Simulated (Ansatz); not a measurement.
# AlO4: the cost of one run

Program: Ansatz 0.2.0. Level of theory: the levels named in each step. These are calculated values, not measurements.

**1. Starting point**

Bond lengths: O1–O2 1.517 Å, O1–Al3 1.693 Å, O2–Al3 1.693 Å, Al3–O4 1.693 Å, Al3–O5 1.693 Å, O4–O5 1.517 Å. Angles: O1–O2–Al3 63.4°, O2–O1–Al3 63.4°, O1–Al3–O2 53.2°, O1–Al3–O4 143.1°, O1–Al3–O5 143.0°, O2–Al3–O4 143.0°, O2–Al3–O5 143.1°, O4–Al3–O5 53.2°, Al3–O4–O5 63.4°, Al3–O5–O4 63.4°.

Coordinates:

```xyz
5

O     1.5251   -0.4870   -0.5512
O     1.5019    0.5295    0.5751
Al   -0.0001   -0.0002   -0.0001
O    -1.5174    0.5433   -0.5188
O    -1.5096   -0.5858    0.4948
```

**2. A rough first relaxation, PBE-D4/def2-SVPD**

This run stands in another session on the same molecule. It ended at:

```xyz
5

O     1.5888   -0.5195   -0.5883
O     1.5641    0.5637    0.6132
Al    0.0000   -0.0001    0.0000
O    -1.5806    0.5795   -0.5532
O    -1.5723   -0.6238    0.5283
```

**3. Relaxation, PBE0-D4/def2-TZVPPD**

Input file input.yaml:

```yaml
crystal:
  periodic: [false, false, false]
  atoms:
    - { symbol: O, position_ang: [1.588803, -0.51950278, -0.58829172] }
    - { symbol: O, position_ang: [1.56405728, 0.56369667, 0.61322432] }
    - { symbol: Al, position_ang: [-1.165e-05, -6.53e-05, -2.277e-05] }
    - { symbol: O, position_ang: [-1.58061612, 0.57945821, -0.55324283] }
    - { symbol: O, position_ang: [-1.5722925, -0.6238168, 0.52825302] }
total_charge: -1
basis:
  gaussian: { orbitals: def2-TZVPPD.json }
hamiltonian:
  xc: pbe0
  dispersion: d4
relax:
  f_tol: 0.002
  max_steps: 150
```

Run with:

```console
> ansatz run input.yaml --threads 4 --pin off --max-ram 10240MiB --backend cpu --events-out ev --progress --plain --runs-dir out
```

What time and memory should one allow on 4 threads of Intel Xeon Platinum 8375C at 2.90GHz (Ice Lake), shared host?

About 13 s, with a peak of 0.51 GiB.
